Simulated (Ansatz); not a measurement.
# CH₃NSSi: one species, many methods

The task here is to estimate one member of a computed series from the others.

Computed with Ansatz 0.2.0, Gaussian basis. Level: functionals in def2-TZVPP, the program's frozen cores in correlated methods.

Levels to be run: LDA (SPW92), PBE-D4, revPBE-D4, BLYP-D4, r2SCAN-D4, B97M-V, PBE0-D4, B3LYP-D4, r2SCANh-D4, r2SCAN0-D4, HSE06-D4, BHLYP-D4, CAM-B3LYP-D4, LC-ωPBE, ωB97X-V, ωB97M-V, B2PLYP, PBE-QIDH; CCSD(T)/def2-SVP; MP2/def2-TZVPP; CCSD(T)/def2-QZVPP; RPA on PBE.

2 further runs of the same task are left out: 2 that didn't finish.

### The geometry

All runs share one geometry, relaxed beforehand with PBE0-D4 in a triple-zeta def2 set.

SMILES `[SiH3]N=C=S`, 7 atoms, charge 0, spin multiplicity 1.

Atoms are counted from 1 here; the program's logs count them from 0.

Bond lengths: Si1–N2 1.712 Å, Si1–H5 1.481 Å, Si1–H6 1.481 Å, Si1–H7 1.481 Å, N2–C3 1.187 Å, C3–S4 1.568 Å. Angles: N2–Si1–H5 108.5°, N2–Si1–H6 108.5°, N2–Si1–H7 108.5°, H5–Si1–H6 110.4°, H5–Si1–H7 110.4°, H6–Si1–H7 110.4°, Si1–N2–C3 180.0°, N2–C3–S4 180.0°.

The first run:

in.yaml reads:

```yaml
crystal:
  periodic: [false, false, false]
  atoms:
    - {symbol: Si, position_ang: [-0.298403, 0.995312, -0.346803]}
    - {symbol: N, position_ang: [0.168190, -0.560516, 0.194906]}
    - {symbol: C, position_ang: [0.491571, -1.639241, 0.570995]}
    - {symbol: S, position_ang: [0.918550, -3.063589, 1.067546]}
    - {symbol: H, position_ang: [-0.968193, 0.854715, -1.660468]}
    - {symbol: H, position_ang: [-1.228152, 1.579993, 0.647099]}
    - {symbol: H, position_ang: [0.916446, 1.833326, -0.473276]}
basis:
  gaussian: {orbitals: def2-TZVPP}
hamiltonian: {xc: lda}
output: {orbitals: {seedname: orbitals}}
```

Launch:

```bash
> ansatz run in.yaml --threads 2 --pin off --events-out ev --progress --plain --max-ram 32768MiB --backend cpu
```

Steps of the session up to this table: LDA; PBE-D4 (GGA); revPBE-D4 (GGA); BLYP-D4 (GGA); r2SCAN-D4 (meta-GGA); B97M-V (meta-GGA); PBE0-D4 (hybrid); B3LYP-D4 (hybrid); r2SCANh-D4 (hybrid); r2SCAN0-D4 (hybrid); HSE06-D4 (hybrid); BHLYP-D4 (hybrid); CAM-B3LYP-D4 (range-separated); LC-ωPBE (range-separated); ωB97X-V (range-separated); ωB97M-V (range-separated); B2PLYP (double hybrid); PBE-QIDH (double hybrid).

One table of the session follows, with a row left open; its other results are not shown here.

It belongs to the step «Orbital energies across the functionals». 

| functional | HOMO (eV) | gap (eV) |
| --- | --- | --- |
| LDA (SPW92) | -6.55 | 4.85 |
| PBE-D4 | -6.41 | 4.91 |
| revPBE-D4 | -6.36 | 4.94 |
| BLYP-D4 | -6.23 | 4.89 |
| r2SCAN-D4 | -6.68 | 5.38 |
| B97M-V | -6.72 | 5.46 |
| PBE0-D4 | -7.53 | 6.93 |
| B3LYP-D4 | -7.29 | 6.49 |
| r2SCANh-D4 | -7.09 | 6.12 |
| r2SCAN0-D4 | -7.72 | 7.23 |
| HSE06-D4 | -7.14 | 6.16 |
| BHLYP-D4 | -8.50 | 8.94 |
| CAM-B3LYP-D4 | -8.74 | 9.25 |
| LC-ωPBE | -10.05 | 11.62 |
| ωB97X-V | -9.71 | 11.25 |
| ωB97M-V | ? | ? |

**Question.** Estimate the row for ωB97M-V.

The run gave: HOMO (eV): -9.56; gap (eV): 11.02. In the column «HOMO (eV)» it lies between ωB97X-V (-9.71) and CAM-B3LYP-D4 (-8.74).
